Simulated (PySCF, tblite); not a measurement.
# C₃H₁₁N₃OSi₃: geometry, infrared bands and NMR shifts

Aim: predict the infrared bands and NMR shifts of C₃H₁₁N₃OSi₃ (`C=C[Si@@H]1N[SiH2]N[SiH2]N1C=O`).

Computed with tblite 0.8.0 and PySCF 2.14.0, with density-fitted response routines of our own, on a single molecule in the gas phase. Atoms count from 0, in the outputs and in this text.

### Step 1. The molecule as given

21 atoms, charge 0, multiplicity 1; geometry from: force field or distance geometry start.

Bonds of the start (Å): C0–C1 1.35, C1–Si2 1.83, Si2–N3 1.77, N3–Si4 1.75, Si4–N5 1.77, N5–Si6 1.77, Si6–N7 1.81, N7–C8 1.40, C8–O9 1.27, N7–Si2 1.77, C0–H10 1.10, C0–H11 1.06, C1–H12 1.07, Si2–H13 1.47, N3–H14 1.04, Si4–H15 1.49, Si4–H16 1.48, N5–H17 1.04, Si6–H18 1.50, Si6–H19 1.45, C8–H20 1.09.

### Step 2. Relaxing the molecule with GFN2-xTB

What the job is given:

```
{"job": {"kind": "relax", "xc": "GFN2-xTB", "basis": "xTB"}, "charge": 0, "multiplicity": 1}
C      3.347100    -0.675400    -0.283100
C      2.266900     0.086100    -0.581100
Si     0.860500     0.134100     0.588000
N      0.187800    -1.491600     0.756300
Si    -1.349500    -1.794700    -0.019700
N     -2.650100    -0.636200     0.310200
Si    -2.118300     0.976500     0.801700
N     -0.463200     1.203200     0.099100
C     -0.309200     2.235700    -0.840400
O     -1.250000     3.009700    -1.202900
H      3.345500    -1.256400     0.653400
H      4.151100    -0.690400    -0.973300
H      2.236500     0.666700    -1.483600
H      1.297300     0.586700     1.911400
H      0.887000    -2.134900     0.335500
H     -1.842600    -3.092900     0.525800
H     -1.167800    -2.001800    -1.476300
H     -3.227500    -0.550900    -0.550400
H     -1.884300     1.028900     2.281100
H     -3.018500     2.045100     0.408600
H      0.692600     2.369500    -1.260700
```

On the command line:

```
OMP_NUM_THREADS=1 python probes_run.py task.json out
```

One launch serves the whole session: the jobs run in the order shown.

Log:

```text
step      E/eV     max force
  0    -820.06941    4.322
  1    -820.36387    3.821
  2    -820.51931    1.088
  3    -820.60426    0.889
  4    -820.70161    1.128
  5    -820.73566    0.528
  6    -820.76798    0.416
  7    -820.79902    0.508
  8    -820.82548    0.394
  9    -820.84702    0.354
 10    -820.86459    0.313
 11    -820.88133    0.312
 12    -820.89778    0.314
 13    -820.91183    0.269
 14    -820.92194    0.255
 15    -820.92829    0.252
 16    -820.93356    0.191
 17    -820.93894    0.159
 18    -820.94295    0.162
 19    -820.94699    0.142
 20    -820.95024    0.130
 21    -820.95316    0.110
 22    -820.95557    0.123
 23    -820.95803    0.130
 24    -820.96065    0.120
 25    -820.96292    0.203
 26    -820.96486    0.094
 27    -820.96656    0.101
 28    -820.96859    0.091
 29    -820.97033    0.094
 30    -820.97232    0.087
 31    -820.97392    0.103
 32    -820.97567    0.119
 33    -820.97765    0.152
 34    -820.97994    0.135
 35    -820.98219    0.140
 36    -820.98436    0.104
 37    -820.98650    0.174
 38    -820.98851    0.127
 39    -820.98992    0.101
 40    -820.99088    0.065
 41    -820.99169    0.083
 42    -820.99284    0.098
 43    -820.99418    0.082
 44    -820.99574    0.098
 45    -820.99743    0.122
 46    -820.99947    0.134
 47    -821.00182    0.133
 48    -821.00431    0.139
 49    -821.00671    0.119
 50    -821.00938    0.167
 51    -821.01266    0.201
 52    -821.01719    0.181
 53    -821.02028    0.143
 54    -821.02275    0.161
 55    -821.02486    0.148
 56    -821.02828    0.146
 57    -821.03353    0.137
 58    -821.03895    0.151
 59    -821.04407    0.192
 60    -821.04863    0.168
 61    -821.05263    0.288
 62    -821.06011    0.162
 63    -821.07565    0.170
 64    -821.08420    0.187
 65    -821.09234    0.227
 66    -821.09635    0.277
 67    -821.10634    0.200
 68    -821.11144    0.468
 69    -821.12270    0.286
 70    -821.13291    0.234
 71    -821.14744    0.217
 72    -821.15367    0.236
 73    -821.15978    0.125
 74    -821.16499    0.111
 75    -821.16742    0.119
 76    -821.17104    0.127
 77    -821.17425    0.163
 78    -821.17774    0.151
 79    -821.18138    0.155
 80    -821.18452    0.142
 81    -821.18726    0.147
 82    -821.18959    0.134
 83    -821.19306    0.119
 84    -821.19570    0.117
 85    -821.19822    0.125
 86    -821.19999    0.084
 87    -821.20164    0.070
 88    -821.20303    0.080
 89    -821.20420    0.089
 90    -821.20517    0.070
 91    -821.20623    0.072
 92    -821.20714    0.074
 93    -821.20795    0.060
 94    -821.20868    0.062
 95    -821.20936    0.047
 96    -821.20991    0.048
 97    -821.21030    0.044
 98    -821.21061    0.041
 99    -821.21096    0.046
100    -821.21139    0.049
101    -821.21180    0.048
102    -821.21217    0.048
103    -821.21256    0.056
104    -821.21303    0.056
105    -821.21355    0.048
106    -821.21403    0.054
107    -821.21445    0.061
108    -821.21482    0.040
109    -821.21512    0.039
110    -821.21536    0.047
111    -821.21560    0.037
112    -821.21589    0.037
113    -821.21633    0.062
114    -821.21696    0.086
115    -821.21787    0.103
116    -821.21903    0.087
117    -821.22020    0.072
118    -821.22095    0.086
119    -821.22141    0.047
120    -821.22173    0.044
121    -821.22215    0.045
122    -821.22245    0.056
123    -821.22296    0.072
124    -821.22348    0.067
125    -821.22410    0.053
126    -821.22466    0.054
127    -821.22512    0.045
128    -821.22544    0.043
129    -821.22568    0.049
130    -821.22595    0.041
131    -821.22631    0.041
132    -821.22662    0.033
133    -821.22687    0.039
134    -821.22722    0.046
135    -821.22773    0.079
136    -821.22840    0.086
137    -821.22923    0.060
138    -821.22989    0.059
139    -821.23049    0.053
140    -821.23096    0.075
141    -821.23150    0.064
142    -821.23187    0.033
143    -821.23212    0.033
144    -821.23233    0.038
145    -821.23262    0.047
146    -821.23296    0.041
147    -821.23330    0.045
148    -821.23357    0.038
149    -821.23374    0.029
150    -821.23384    0.023
151    -821.23393    0.021
152    -821.23403    0.024
153    -821.23418    0.036
154    -821.23439    0.039
155    -821.23457    0.028
156    -821.23469    0.020
157    -821.23477    0.024
158    -821.23487    0.023
159    -821.23502    0.033
160    -821.23519    0.033
161    -821.23532    0.020
162    -821.23537    0.014
163    -821.23539    0.009
```

Run time: 8.6 s. Hardware: 1 thread of Intel Xeon at 2.50GHz, shared host; peak memory 0.18 GiB.

Along the way: (not every step is listed)

| step | energy from step 0 (eV) | largest force (eV/Å) |
| --- | --- | --- |
| 0 | 0.0000 | 4.3220 |
| 1 | -0.2945 | 3.8212 |
| 2 | -0.4499 | 1.0881 |
| 3 | -0.5349 | 0.8892 |
| 4 | -0.6322 | 1.1284 |
| 5 | -0.6663 | 0.5285 |
| 6 | -0.6986 | 0.4157 |
| 7 | -0.7296 | 0.5076 |
| 8 | -0.7561 | 0.3940 |
| 23 | -0.8886 | 0.1299 |
| 38 | -0.9191 | 0.1275 |
| 53 | -0.9509 | 0.1434 |
| 68 | -1.0420 | 0.4681 |
| 83 | -1.1236 | 0.1190 |
| 98 | -1.1412 | 0.0406 |
| 113 | -1.1469 | 0.0621 |
| 128 | -1.1560 | 0.0433 |
| 143 | -1.1627 | 0.0329 |
| 158 | -1.1655 | 0.0227 |
| 159 | -1.1656 | 0.0329 |
| 160 | -1.1658 | 0.0331 |
| 161 | -1.1659 | 0.0205 |
| 162 | -1.1660 | 0.0137 |
| 163 | -1.1660 | 0.0090 |

Close pairs (by a distance rule), those that changed most:

| bond | before (Å) | after (Å) | change (Å) |
| --- | --- | --- | --- |
| N7–C8 | 1.404 | 1.330 | -0.074 |
| C8–O9 | 1.271 | 1.213 | -0.058 |
| C1–Si2 | 1.829 | 1.881 | +0.051 |
| Si4–N5 | 1.773 | 1.724 | -0.049 |
| Si6–N7 | 1.812 | 1.765 | -0.048 |
| Si2–N3 | 1.767 | 1.722 | -0.046 |
| Si6–H18 | 1.499 | 1.458 | -0.041 |
| N5–H17 | 1.040 | 1.005 | -0.035 |

The next job starts from the end point, and lists it.

### Step 3. Harmonic vibrations with GFN2-xTB

What the job is given:

```
{"job": {"kind": "ir", "xc": "GFN2-xTB", "basis": "xTB"}, "charge": 0, "multiplicity": 1}
C      3.544451    -0.045046    -0.347942
C      2.285857    -0.009488    -0.752594
Si     0.801101    -0.260490     0.374419
N     -0.046151    -1.674460    -0.122646
Si    -1.715370    -2.053271     0.158632
N     -2.491015    -0.557684     0.525285
Si    -2.061644     1.076111     0.134910
N     -0.296989     1.072920     0.122202
C      0.100718     2.323563    -0.095375
O     -0.694209     3.227773    -0.243711
H      3.798067    -0.233235     0.682574
H      4.378880     0.111187    -1.014869
H      2.089789     0.187973    -1.800792
H      1.169492    -0.257664     1.799576
H      0.523764    -2.450566    -0.412655
H     -1.878771    -2.923845     1.330875
H     -2.210370    -2.689100    -1.070261
H     -3.446010    -0.651543     0.823260
H     -2.534264     1.895031     1.244913
H     -2.515875     1.445027    -1.203998
H      1.189629     2.483752    -0.132273
```

Log:

```text
mode    cm-1     km/mol
  1      32.0      0.18
  2      41.9      0.03
  3      65.5      0.36
  4      99.1      0.87
  5     118.9      4.39
  6     132.8     24.03
  7     146.5      3.97
  8     208.6      2.21
  9     218.0      2.29
 10     236.5      8.35
 11     301.8      5.61
 12     324.3     23.85
 13     339.3     17.99
 14     369.0     40.50
 15     388.1     55.36
 16     477.0      9.96
 17     512.2     30.70
 18     535.3     13.09
 19     550.9     67.58
 20     556.6    241.77
 21     612.6     99.88
 22     639.5     60.14
 23     660.3     23.94
 24     664.0     21.20
 25     669.0     37.48
 26     680.2     38.25
 27     735.2    184.48
 28     747.2     97.94
 29     779.0    419.42
 30     798.5    198.75
 31     834.9    400.89
 32     922.8     13.09
 33     949.1      8.58
 34     981.9    195.57
 35     993.0    184.57
 36    1006.9      9.48
 37    1029.7     26.05
 38    1049.4    325.48
 39    1178.6    254.05
 40    1212.6    381.77
 41    1269.0     10.04
 42    1314.9    182.00
 43    1388.6    155.75
 44    1422.7      2.40
 45    1677.8     32.43
 46    1711.0    679.22
 47    2172.0    211.79
 48    2185.6    514.71
 49    2205.0    233.91
 50    2278.9    392.82
 51    2312.7    225.31
 52    2821.7    162.00
 53    3020.3     35.37
 54    3075.1     43.54
 55    3104.0     44.18
 56    3495.9      0.34
 57    3509.6      1.10
```

Wall time 5.1 s (1 thread of Intel Xeon at 2.50GHz, shared host); peak memory 0.18 GiB.

Which atoms move in the most intense modes:

| cm⁻¹ | km/mol | atoms |
| --- | --- | --- |
| 779 | 419.4 | H18 26 %, H19 18 %, H13 11 %, N3 11 % |
| 835 | 400.9 | Si4 20 %, Si6 14 %, H15 12 %, H16 11 % |
| 1049 | 325.5 | N7 67 % |
| 1179 | 254.1 | H14 52 %, N3 22 %, H17 16 % |
| 1213 | 381.8 | H17 51 %, N5 24 %, H14 12 % |
| 1711 | 679.2 | C8 62 %, O9 33 % |
| 2186 | 514.7 | H13 86 % |
| 2279 | 392.8 | H19 91 % |

### Step 4. Nuclear shieldings: PBE0/pcSseg-1

Settings changed since step 3:

```diff
@@ -1,2 +1,2 @@
-{"job": {"kind": "ir", "xc": "GFN2-xTB", "basis": "xTB"}, "charge": 0, "multiplicity": 1}
+{"job": {"kind": "nmr", "xc": "PBE0", "basis": "pcSseg-1"}, "charge": 0, "multiplicity": 1}
 C      3.544451    -0.045046    -0.347942
```

With the program's defaults for keys left out, this is: GIAO PBE0/pcSseg-1 NMR shielding, non-relativistic, gas phase.

Log:

```text
coarse grid: 19224 points
cycle   1  E = -1227.9367505081  dE =  1.522e+00  |g| = 9.957e-01  |ddm| = 4.377e+00
cycle   2  E = -1227.5022505887  dE =  4.345e-01  |g| = 1.777e+00  |ddm| = 2.129e+00
cycle   3  E = -1228.1129535744  dE = -6.107e-01  |g| = 3.317e-01  |ddm| = 1.565e+00
cycle   4  E = -1228.1338168244  dE = -2.086e-02  |g| = 8.716e-02  |ddm| = 2.884e-01
cycle   5  E = -1228.1352002791  dE = -1.383e-03  |g| = 2.856e-02  |ddm| = 8.942e-02
cycle   6  E = -1228.1353936122  dE = -1.933e-04  |g| = 6.373e-03  |ddm| = 2.824e-02
cycle   7  E = -1228.1354020169  dE = -8.405e-06  |g| = 2.671e-03  |ddm| = 6.075e-03
final grid: 172680 points
cycle   8  E = -1228.1952375891  dE = -7.566e-06  |g| = 1.528e-02  |ddm| = 2.773e-02
cycle   9  E = -1228.1951229750  dE =  1.146e-04  |g| = 2.875e-02  |ddm| = 2.958e-02
cycle  10  E = -1228.1952820490  dE = -1.591e-04  |g| = 3.091e-03  |ddm| = 2.031e-02
cycle  11  E = -1228.1952840353  dE = -1.986e-06  |g| = 4.463e-04  |ddm| = 2.399e-03
cycle  12  E = -1228.1952840710  dE = -3.568e-08  |g| = 1.943e-04  |ddm| = 4.864e-04
cycle  13  E = -1228.1952840803  dE = -9.290e-09  |g| = 4.518e-05  |ddm| = 1.876e-04
cycle  14  E = -1228.1952840807  dE = -3.511e-10  |g| = 2.292e-05  |ddm| = 4.882e-05
converged SCF energy = -1228.1952840807

GIAO shielding tensors (ppm)
atom      isotropic    diamagn.    paramagn.     s11        s22        s33       span
  0 C       40.721     252.810    -212.089    -89.256     42.232    169.186    258.443
  1 C       42.102     265.089    -222.987    -75.172     34.453    167.026    242.198
  2 Si     375.848     884.630    -508.782    356.084    377.406    394.053     37.968
  3 N      242.871     327.375     -84.505    211.392    245.525    271.695     60.304
  4 Si     383.006     880.421    -497.415    359.891    368.673    420.452     60.561
  5 N      249.998     325.070     -75.072    221.947    237.711    290.337     68.390
  6 Si     392.960     881.370    -488.410    387.417    388.775    402.689     15.272
  7 N      127.696     337.172    -209.476     20.456    166.522    196.111    175.656
  8 C       14.844     246.760    -231.916    -70.070     17.124     97.478    167.548
  9 O     -119.927     401.600    -521.527   -401.819   -250.367    292.407    694.225
 10 H       25.359      31.139      -5.780     21.148     24.935     29.995      8.847
 11 H       25.077      27.893      -2.815     21.728     24.656     28.848      7.119
 12 H       25.183      33.810      -8.627     22.117     25.140     28.292      6.174
 13 H       26.048      32.176      -6.128     23.429     23.675     31.038      7.609
 14 H       31.936      33.044      -1.108     23.610     28.629     43.570     19.960
 15 H       26.183      28.529      -2.346     22.519     23.939     32.090      9.572
 16 H       26.185      28.850      -2.664     22.549     23.937     32.069      9.520
 17 H       32.325      29.407       2.917     23.625     28.374     44.974     21.349
 18 H       26.245      29.868      -3.623     22.134     24.911     31.691      9.557
 19 H       26.137      30.519      -4.382     22.198     24.600     31.612      9.414
 20 H       23.550      29.284      -5.734     18.888     25.434     26.328      7.440
```

Run time: 3.6 min. Hardware: 1 thread of Intel Xeon at 2.50GHz, shared host; peak memory 1.1 GiB.

The references, computed at this level on geometries of the same kind, shield at (ppm): ¹H TMS 31.72, ¹³C TMS 186.9, ²⁹Si TMS 349.2, ¹⁵N NH3 267.7, ¹⁷O H2O 336.1. Their shielding less the atom's gives the shift. The references are single molecules in the gas phase, so shifts against H2O, NH3, PH3, H3PO4 or CFCl3 are not on the usual liquid scales and can be off by tens of ppm.

| atoms | environment | σ (ppm) | δ (ppm) | δ scaled to CDCl3 |
| --- | --- | --- | --- | --- |
| C8 | amide carbonyl carbon | 14.8 | 172.1 | 166.0 |
| C0 | terminal =CH2 carbon | 40.7 | 146.2 | 140.8 |
| C1 | alkene CH | 42.1 | 144.8 | 139.4 |
| H20 | hydrogen on an amide carbonyl carbon | 23.55 | 8.17 | 7.81 |
| H11 | hydrogen on a terminal =CH2 carbon | 25.08 | 6.64 | 6.36 |
| H12 | hydrogen on an alkene CH | 25.18 | 6.53 | 6.27 |
| H10 | hydrogen on a terminal =CH2 carbon | 25.36 | 6.36 | 6.10 |
| H13 | hydrogen on a silicon bonded to C, 2 N, in a 6-membered ring | 26.05 | 5.67 | – |
| H19 | hydrogen on a silicon bonded to 2 N, in a 6-membered ring | 26.14 | 5.58 | – |
| H15 | hydrogen on a silicon bonded to 2 N, in a 6-membered ring | 26.18 | 5.53 | – |
| H16 | hydrogen on a silicon bonded to 2 N, in a 6-membered ring | 26.19 | 5.53 | – |
| H18 | hydrogen on a silicon bonded to 2 N, in a 6-membered ring | 26.25 | 5.47 | – |
| H14 | hydrogen on a nitrogen bonded to 2 Si, in a 6-membered ring | 31.94 | -0.22 | – |
| H17 | hydrogen on a nitrogen bonded to 2 Si, in a 6-membered ring | 32.32 | -0.61 | – |
| Si2 | silicon bonded to C, 2 N, H, in a 6-membered ring | 375.8 | -26.7 | – |
| Si4 | silicon bonded to 2 N, 2 H, in a 6-membered ring | 383.0 | -33.8 | – |
| Si6 | silicon bonded to 2 N, 2 H, in a 6-membered ring | 393.0 | -43.8 | – |
| N7 | amide-type nitrogen | 127.7 | 140.0 | – |
| N3 | nitrogen bonded to 2 Si, H, in a 6-membered ring | 242.9 | 24.9 | – |
| N5 | nitrogen bonded to 2 Si, H, in a 6-membered ring | 250.0 | 17.7 | – |
| O9 | amide-type carbonyl oxygen | -119.9 | 456.0 | – |

The scaled column applies a straight-line fit of computed shieldings to shifts measured in CDCl3 (root-mean-square error 0.16 ppm for H, 1.9 ppm for C).

The run also stored atomic charges by several schemes (e):

| atoms | Mulliken | IAO | Hirshfeld | ESP fit |
| --- | --- | --- | --- | --- |
| C0 | -0.14 | -0.27 | -0.07 | -0.28 |
| C1 | -0.55 | -0.45 | -0.14 | -0.34 |
| Si2 | 1.10 | 1.14 | 0.43 | 0.67 |
| N3 | -0.85 | -0.95 | -0.33 | -0.79 |
| Si4 | 0.90 | 1.03 | 0.40 | 0.77 |
| N5 | -0.85 | -0.96 | -0.34 | -0.86 |
| Si6 | 0.88 | 1.02 | 0.39 | 0.67 |
| N7 | -0.88 | -0.73 | -0.23 | -0.38 |
| C8 | 0.44 | 0.31 | 0.14 | 0.44 |
| O9 | -0.45 | -0.48 | -0.25 | -0.52 |

Mayer bond orders: C0–C1 1.97, C1–Si2 0.88, Si2–N3 0.99, N3–Si4 0.92, Si4–N5 0.96, N5–Si6 0.92, Si6–N7 0.78, N7–C8 1.21, C8–O9 1.82, N7–Si2 0.79.

Ring of atoms Si2, N3, Si4, N5, Si6, N7: NICS(0) -2.7, NICS(1) -1.1, NICS(1)zz 4.0 ppm (means of both faces).

### Step 5. What came out

| quantity | value |
| --- | --- |
| strongest single infrared mode (GFN2-xTB) | 1711 cm⁻¹, 679 km/mol |
| zero-point energy (GFN2-xTB) | 88.3 kcal/mol |
| ¹³C shifts against TMS (PBE0/pcSseg-1) | 172.1, 146.2, 144.8 ppm |
| ¹H shifts against TMS (PBE0/pcSseg-1) | 8.17, 6.64, 6.53, 6.36, 5.67, 5.58, 5.53, 5.53, 5.47, -0.22, -0.61 ppm |
| ²⁹Si shifts against TMS (PBE0/pcSseg-1) | -26.7, -33.8, -43.8 ppm |
| ¹⁵N shifts against NH3 (PBE0/pcSseg-1) | 140.0, 24.9, 17.7 ppm |
| ¹⁷O shifts against H2O (PBE0/pcSseg-1) | 456.0 ppm |

Relaxing lowered the energy by 1.166 eV in 163 steps; the close pair that moved most is N7–C8, from 1.404 to 1.330 Å. All 57 modes are real, so the xTB geometry is a minimum. The strongest single mode, at 1711 cm⁻¹, moves mainly C8 and O9. Unscaled tight-binding wavenumbers are off by several per cent, some by more. Its intensities can rank the bands wrongly. At PBE0/pcSseg-1: The widest tensor belongs to O9: span 694 ppm, with a paramagnetic part of -522 ppm.
